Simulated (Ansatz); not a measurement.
# CHBClN (SMILES N#CBCl): a rigid scan of the bond length B3–Cl4

The task here is to estimate one member of a computed series from the others.

Method: single points in def2-TZVPP; program: Ansatz 0.2.0, Gaussian basis.

Levels: PBE-D4, r2SCAN-D4, PBE0-D4, B3LYP-D4, wB97M-V, Hartree-Fock, MP2, CCSD, CCSD(T). The scan takes 1.551, 1.586, 1.636, 1.696, 1.761, 1.832, 1.907, 1.986, 2.068 Å.

Correlated methods freeze the cores. B3LYP uses VWN-RPA correlation.

27 further runs of the same task are left out: 27 set aside as unsound or not needed.

## Starting geometry

SMILES `N#CBCl`, 5 atoms, charge 0, spin multiplicity 1.

Atoms are counted from 1 here; the program's logs count them from 0.

Bond lengths: N1–C2 1.218 Å, C2–B3 1.558 Å, B3–Cl4 1.748 Å, B3–H5 1.187 Å. Angles: N1–C2–B3 178.8°, C2–B3–Cl4 120.7°, C2–B3–H5 117.9°, Cl4–B3–H5 121.1°.

Geometry (Å):

| atom | x (Å) | y (Å) | z (Å) |
| --- | --- | --- | --- |
| N1 | 1.1011 | -1.4565 | 1.2445 |
| C2 | 0.5175 | -0.6143 | 0.5867 |
| B3 | -0.2161 | 0.4505 | -0.2816 |
| Cl4 | -1.6256 | 0.0181 | -1.2207 |
| H5 | 0.2731 | 1.5286 | -0.3703 |

Set-up of the first run:

pre/in.yaml

```yaml
crystal:
  periodic: [false, false, false]
  atoms:
    - {symbol: N, position_ang: [1.101100, -1.456500, 1.244500]}
    - {symbol: C, position_ang: [0.517500, -0.614300, 0.586700]}
    - {symbol: B, position_ang: [-0.216100, 0.450500, -0.281600]}
    - {symbol: Cl, position_ang: [-1.625600, 0.018100, -1.220700]}
    - {symbol: H, position_ang: [0.273100, 1.528600, -0.370300]}
basis:
  gaussian: {orbitals: def2-SVP}
hamiltonian: {xc: pbe, dispersion: d4}
relax: {f_tol: 0.03, max_steps: 250}
```

The command line of these runs was not kept.

Steps of the session up to this table: A first relaxation in a small basis; Relaxation at PBE0-D4; The minimum at every level; B3–Cl4 = 1.551 Å; B3–Cl4 = 1.586 Å; B3–Cl4 = 1.636 Å; B3–Cl4 = 1.696 Å; B3–Cl4 = 1.761 Å; B3–Cl4 = 1.832 Å; B3–Cl4 = 1.907 Å; B3–Cl4 = 1.986 Å; B3–Cl4 = 2.068 Å.

One table of the session follows, with a row left open; its other results are not shown here.

It belongs to the step «The curves». Energies less that of the minimum at the same level (eV):

| bond length (Å) | PBE-D4 | PBE0-D4 | B3LYP-D4 | wB97M-V | Hartree-Fock |
| --- | --- | --- | --- | --- | --- |
| 1.551 | 0.559 | 0.518 | 0.553 | 0.533 | 0.602 |
| 1.586 | 0.343 | 0.309 | 0.338 | 0.321 | 0.371 |
| 1.636 | 0.137 | 0.115 | 0.134 | 0.122 | 0.150 |
| 1.696 | 0.018 | 0.010 | 0.016 | 0.012 | 0.020 |
| 1.723 (minimum) | 0.000 | 0.000 | 0.000 | 0.000 | 0.000 |
| 1.761 | 0.007 | 0.017 | 0.009 | 0.015 | 0.006 |
| 1.832 | ? | ? | ? | ? | ? |
| 1.907 | 0.274 | 0.329 | 0.284 | 0.319 | 0.295 |
| 1.986 | 0.519 | 0.599 | 0.534 | 0.588 | 0.564 |
| 2.068 | 0.812 | 0.919 | 0.833 | 0.909 | 0.890 |

**Question.** Estimate the row for bond length (Å) = 1.832.

Worked estimate for «PBE-D4». A straight line through the neighbours (1.761, 0.007) and (1.907, 0.274) gives 0.007 + (0.274 − 0.007) × (1.832 − 1.761) / (1.907 − 1.761) = 0.137; a parabola fitted to 4 rows on both sides gives 0.099.

As computed: PBE-D4: 0.097; PBE0-D4: 0.129; B3LYP-D4: 0.103; wB97M-V: 0.122; Hartree-Fock: 0.103. In «PBE-D4» the line misses by +0.040 and the parabola by +0.002.
